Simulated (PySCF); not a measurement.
**MgI: spin, charge, geometry and surroundings**

How does MgI answer to another spin, charge, distance or environment?

Program: PySCF 2.14.0. Level of theory: method and basis as typed in the scripts. These are calculated values, not measurements.

3 further runs of the same task are left out: 3 that didn't finish.

### Step 1. The system as given

MgI: 2 atoms, charge 0, spin multiplicity 2.

Bond lengths: Mg1–I2 2.602 Å.

### Step 2. The run that the others are compared with

Input file input.py:

```python
from pyscf import gto, dft

mol = gto.M(
    atom='Mg 0 0 0; I 0 0 2.602',
    basis='def2-svp',
    ecp={'I': 'def2-svp'},
    charge=0,
    spin=1,
    verbose=4,
)
mf = dft.UKS(mol, xc='b3pw91')
mf.kernel()
g = mf.nuc_grad_method()
g.grid_response = True
g.kernel()
mf.dip_moment()
print('orbital energies (hartree):', [e[max(0, n-3):n+3].round(4) for e, n in zip(mf.mo_energy, mol.nelec)])
```

The run is started by

```bash
python input.py
```

Its log is not repeated here.

Base result: E(SCF) = -497.858909 Eh, 12 cycles, ⟨S²⟩ = 0.751, μ = 3.28 D, gradient on the second atom -0.0022 Eh/bohr.

The bond length is a typed value, not an optimised one.

### Step 3. Sextet

Run 1 changes spin (2S): 1 → 5.

Input file input.py:

```python
from pyscf import gto, dft

mol = gto.M(
    atom='Mg 0 0 0; I 0 0 2.602',
    basis='def2-svp',
    ecp={'I': 'def2-svp'},
    charge=0,
    spin=5,
    verbose=4,
)
mf = dft.UKS(mol, xc='b3pw91')
mf.kernel()
g = mf.nuc_grad_method()
g.grid_response = True
g.kernel()
mf.dip_moment()
print('orbital energies (hartree):', [e[max(0, n-3):n+3].round(4) for e, n in zip(mf.mo_energy, mol.nelec)])
```

The run is started by

```bash
python input.py
```

### Step 4. Bond 2.082 Å

Run 2 changes bond length: 2.602 Å → 2.082 Å.

Edit input.py of step 2 so:

```diff
@@ -3,3 +3,3 @@
 mol = gto.M(
-    atom='Mg 0 0 0; I 0 0 2.602',
+    atom='Mg 0 0 0; I 0 0 2.082',
     basis='def2-svp',
```

### Step 5. Electric field 0.01 a.u.

Run 3 changes electric field: none → 0.01 a.u.; step after the SCF: gradient → analyze.

Edit input.py of step 2 so:

```diff
@@ -11,6 +11,9 @@
 mf = dft.UKS(mol, xc='b3pw91')
+field = 0.01  # electric field along z, atomic units
+h = mf.get_hcore() + field*mol.intor('int1e_r')[2]
+mf.get_hcore = lambda *args: h
+e_nuc = mol.energy_nuc() - field*mol.atom_charges() @ mol.atom_coords()[:, 2]
+mf.energy_nuc = lambda *args: e_nuc
 mf.kernel()
-g = mf.nuc_grad_method()
-g.grid_response = True
-g.kernel()
+mf.mulliken_pop()
 mf.dip_moment()
```

### Step 6. Quartet

Run 4 changes spin (2S): 1 → 3.

Edit input.py of step 2 so:

```diff
@@ -7,3 +7,3 @@
     charge=0,
-    spin=1,
+    spin=3,
     verbose=4,
```

Q: Predict the outcome of this session. Wanted: for each run, E(SCF); from base; gap, α spin; SCF dipole.

**Answer**, as computed:

| run | E(SCF) (hartree) | from base (eV) | cycles | gap, α spin (eV) | SCF dipole (D) |
| --- | --- | --- | --- | --- | --- |
| base | -497.858909 | 0 | 12 | 4.17 | 3.28 |
| sextet | -497.409689 | +12.2239 | 10 | 2.20 | 8.95 |
| bond 2.082 Å | -497.788018 | +1.9290 | 11 | 4.02 | 1.05 |
| electric field 0.01 a.u. | -497.850964 | +0.2162 | 12 | 4.22 | 0.71 |
| quartet | -497.676883 | +4.9532 | 14 | 1.44 | 3.38 |

In words: The largest comparable shift of the SCF energy, +12.224 eV, comes with the run “sextet”. The sextet solution found lies 12.22 eV above the base doublet at this geometry and level. The quartet solution found lies 4.95 eV above the base doublet at this geometry and level.
